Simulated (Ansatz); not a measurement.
# SiTa: the cost of one run

The runs use Ansatz 0.2.0, Gaussian basis; def2-QZVPP, core rule «outside noble gas», up to 9 orbitals frozen.

The runs, in order: UHF; ROHF; CCSD(T) on UHF.

## (1) The system

The geometry is a PBE0/def2-TZVP stationary point (not a proven minimum) of the parent state, kept for this charge and spin. No spin-orbit coupling is included. Elements past krypton take def2 core potentials.

2 atoms, charge 1, spin multiplicity 3.

Atoms are counted from 1 here; the program's logs count them from 0.

Bond lengths: Ta1–Si2 2.341 Å.

## (2) UHF

in.yaml reads:

```yaml
crystal:
  periodic: [false, false, false]
  atoms:
    - {symbol: Ta, position_ang: [0.000000, 0.000000, 0.000000]}
    - {symbol: Si, position_ang: [0.000000, 0.000000, 2.341200]}
basis:
  gaussian: {orbitals: "def2-QZVPP.json"}
total_charge: 1
magnetization: {spin_polarized: true, initial_magnetization: 2}
hamiltonian: {xc: hf}
output: {orbitals: {seedname: orbitals}}
```

On the command line:

```bash
ansatz run in.yaml --threads 1 --pin off --events-out ev --progress --plain --max-ram 2816MiB --backend cpu
```

Q: Estimate wall time and peak memory on 1 thread of AMD EPYC 7R13, shared host.

About 89 s, with a peak of 0.42 GiB.
